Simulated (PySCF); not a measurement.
# C3H5ClGeO: the cost of one run

Programs: PySCF 2.14.0, with routines of our own; each step states its level. All values are computed. Atoms count from 0.

### 1 The starting structure

11 atoms, charge 0, multiplicity 1; geometry from: GFN2-xTB.

### 2 Geometry optimisation at PBE0-D3(BJ)/def2-SVP

The job: settings as JSON, then the geometry in Å.

```
{"job": {"xc": "PBE0", "basis": "def2-SVP", "d3": "d3bj", "grid": 1, "kind": "geom"}, "charge": 0, "multiplicity": 1}
Cl     2.480020     1.433211    -0.593662
Ge     2.039600    -0.517088     0.017867
O      0.515846    -0.477802     0.930600
C     -0.680170    -0.070388     0.531855
C     -1.936035     0.150054     0.767846
C     -1.445083     0.469523    -0.630482
H      1.897778    -1.427619    -1.180238
H      2.933230    -1.022982     1.110288
H     -2.781581     0.148993     1.407545
H     -1.706246    -0.188173    -1.455898
H     -1.311934     1.504942    -0.931686
```

On the command line:

```console
$ OMP_NUM_THREADS=1 python excited_run.py task.json out
```

This one command runs all jobs of the session in turn.

Q: Estimate the wall time and peak memory of this first job on 1 thread of Arm Neoverse N1, shared host.

About 85 s, with a peak of 0.59 GiB.
